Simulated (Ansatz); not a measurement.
This was printed by a script on the Ansatz DFT code, driven from Python, for harmonic frequencies at the relaxed geometry of GaH6N, SMILES [NH3+][GaH3-]. What did the script look like? Level of theory (for the species named): B3LYP, def2-TZVP basis, multiplicity 1.

```yaml
atoms:
  - { symbol: N, position_ang: [-0.2833, -0.1914, -0.9518] }
  - { symbol: Ga, position_ang: [0.2700, 0.1127, 0.8291] }
  - { symbol: H, position_ang: [-0.3670, 0.7664, -1.4877] }
  - { symbol: H, position_ang: [-1.2262, -0.5263, -0.9612] }
  - { symbol: H, position_ang: [0.3042, -0.8201, -1.4759] }
  - { symbol: H, position_ang: [-0.7109, 1.1600, 1.5806] }
  - { symbol: H, position_ang: [1.7937, 0.7198, 0.8118] }
  - { symbol: H, position_ang: [0.3118, -1.2782, 1.5994] }
```

```console
$ python freq_gah6n.py
bond        before    after (A)
N0-Ga1       1.8895   2.1866
N0-H2        1.1007   1.0146
N0-H3        1.0007   1.0146
N0-H4        1.0075   1.0146
Ga1-H5       1.6198   1.5825
Ga1-H6       1.6403   1.5825
Ga1-H7       1.5905   1.5825
mode  1     109.1 1/cm    13.53 meV
mode  2     307.4 1/cm    38.11 meV
mode  3     373.5 1/cm    46.31 meV
mode  4     373.6 1/cm    46.32 meV
mode  5     662.7 1/cm    82.17 meV
mode  6     662.9 1/cm    82.19 meV
mode  7     746.1 1/cm    92.50 meV
mode  8     753.0 1/cm    93.36 meV
mode  9     753.0 1/cm    93.36 meV
mode 10    1200.0 1/cm   148.78 meV
mode 11    1659.3 1/cm   205.72 meV
mode 12    1659.4 1/cm   205.73 meV
mode 13    1892.2 1/cm   234.60 meV
mode 14    1892.4 1/cm   234.62 meV
mode 15    1909.1 1/cm   236.70 meV
mode 16    3463.8 1/cm   429.46 meV
mode 17    3577.6 1/cm   443.56 meV
mode 18    3577.8 1/cm   443.59 meV
imaginary modes: 0  zero-point energy: 1.5853 eV
H(298 K) - E = 1.7524 eV
S(298 K, 1 bar) = 293.9 J/(mol K) with symmetry number 1
```

The script that was run (others could print the same):

`freq_gah6n.py`
```python
"""Vibrations of GaH6N."""

import ansatz as az
from ase import Atoms
from ase.thermochemistry import IdealGasThermo
import numpy as np

geometry_ang = [
    ("N", (-0.2833, -0.1914, -0.9518)),
    ("Ga", (0.27, 0.1127, 0.8291)),
    ("H", (-0.367, 0.7664, -1.4877)),
    ("H", (-1.2262, -0.5263, -0.9612)),
    ("H", (0.3042, -0.8201, -1.4759)),
    ("H", (-0.7109, 1.16, 1.5806)),
    ("H", (1.7937, 0.7198, 0.8118)),
    ("H", (0.3118, -1.2782, 1.5994)),
]
system = az.Crystal.molecule()
for symbol, xyz in geometry_ang:
    system = system.atom(symbol, xyz)

setup = system.calculation().basis(gaussian="def2-TZVP").functional("b3lyp")
symbols = [site.symbol for site in system.cartesian_sites]
start = np.array([site.position_ang for site in system.cartesian_sites], dtype=float)
r = setup.relax(force_tolerance=0.003).run().report
end = np.array(r["positions_ang"])

print("bond        before    after (A)")
for i, j in [(0, 1), (0, 2), (0, 3), (0, 4), (1, 5), (1, 6), (1, 7)]:
    d0, d1 = (np.linalg.norm(xyz[i] - xyz[j]) for xyz in (start, end))
    print(f"{symbols[i]}{i}-{symbols[j]}{j}".ljust(10), f"{d0:8.4f} {d1:8.4f}")

# same settings at the minimum
minimum = az.Crystal.molecule()
for symbol, xyz in zip(symbols, end):
    minimum = minimum.atom(symbol, xyz.tolist())
vibrating = (
    minimum.calculation()
    .basis(gaussian="def2-TZVP")
    .functional("b3lyp")
    .phonons(temperatures=(100, 500, 100))
)
vib = vibrating.run().report["vibrations"]
sums = vib["harmonic_sums"]
modes = [m["omega_inv_cm"] for m in sums["modes_at_gamma"] if m["rigid_motion"] == "no"]
for number, w in enumerate(modes, start=1):
    print(f"mode {number:2d} {w:9.1f} 1/cm {w / 8065.544 * 1000:8.2f} meV")
print("imaginary modes:", sum(w < 0 for w in modes), " zero-point energy:", round(sums["zero_point_energy_ev"], 4), "eV")
# rigid rotor and ideal gas, symmetry number taken as one
gas = IdealGasThermo(vib_energies=[w / 8065.544 for w in modes if w > 0], geometry="linear" if len(modes) == 3 * len(symbols) - 5 else "nonlinear",
                     atoms=Atoms(symbols, positions=end), symmetrynumber=1, spin=0.0)
print(f"H(298 K) - E = {gas.get_enthalpy(298.15, verbose=False):.4f} eV")
print(f"S(298 K, 1 bar) = {96485.33 * gas.get_entropy(298.15, 1e5, verbose=False):.1f} J/(mol K) with symmetry number 1")
```

Notes:
- The settings weren't tested for convergence.
- The frequencies are harmonic and unscaled, in a modest basis. The result belongs to the one conformer reached from this start, and soft torsions count as harmonic oscillators.
- b3lyp holds the VWN-RPA fit, as in Gaussian; the form of ORCA and Turbomole is b3lyp5.
- The entropy takes a symmetry number of 1; a symmetric molecule's is lower by R ln(sigma).
- Finished in 72 s on 1 thread of Intel(R) Xeon(R) 6975P-C (Granite Rapids), on a shared host, peak memory 0.33 GiB.

(A comment or docstring line of the script was reworded after the run, the code is as it ran; lines on the test bed's own set-up are left out of the output.)
